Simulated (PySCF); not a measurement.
# C7H7ClO (3-chloroanisole): the cost of one run

Computed with PySCF 2.14.0 and routines of our own; the level stands in each step. Atoms count from 0.

### 1 The system as given

16 atoms, charge 0, multiplicity 1; geometry from: GFN2-xTB.

### 2 Optimising the geometry at PBE0-D3(BJ)/def2-SVP

The job: settings as JSON, then the geometry in Å.

```
{"job": {"xc": "PBE0", "basis": "def2-SVP", "d3": "d3bj", "grid": 2, "kind": "geom"}, "charge": 0, "multiplicity": 1}
C      2.640841     0.562164     0.255083
O      1.787938    -0.517158    -0.047229
C      0.449275    -0.353453     0.099980
C     -0.340889    -1.462388    -0.213671
C     -1.712491    -1.394037    -0.098741
C     -2.331669    -0.228917     0.328339
C     -1.541938     0.861970     0.638224
Cl    -2.286529     2.328193     1.175938
C     -0.160311     0.819591     0.532480
H      3.650257     0.199422     0.067680
H      2.552505     0.861429     1.304110
H      2.440881     1.424542    -0.388555
H      0.150526    -2.363254    -0.544063
H     -2.313155    -2.256508    -0.343615
H     -3.403964    -0.169501     0.418930
H      0.411125     1.696847     0.787620
```

On the command line:

```console
$ OMP_NUM_THREADS=1 python excited_run.py task.json out
```

The driver reads the jobs from task.json and runs them one after another.

**Question.** How long does this first job take on 1 thread of AMD EPYC 9R45, shared host, and how much memory does it need?

About 48 s, with a peak of 0.78 GiB.
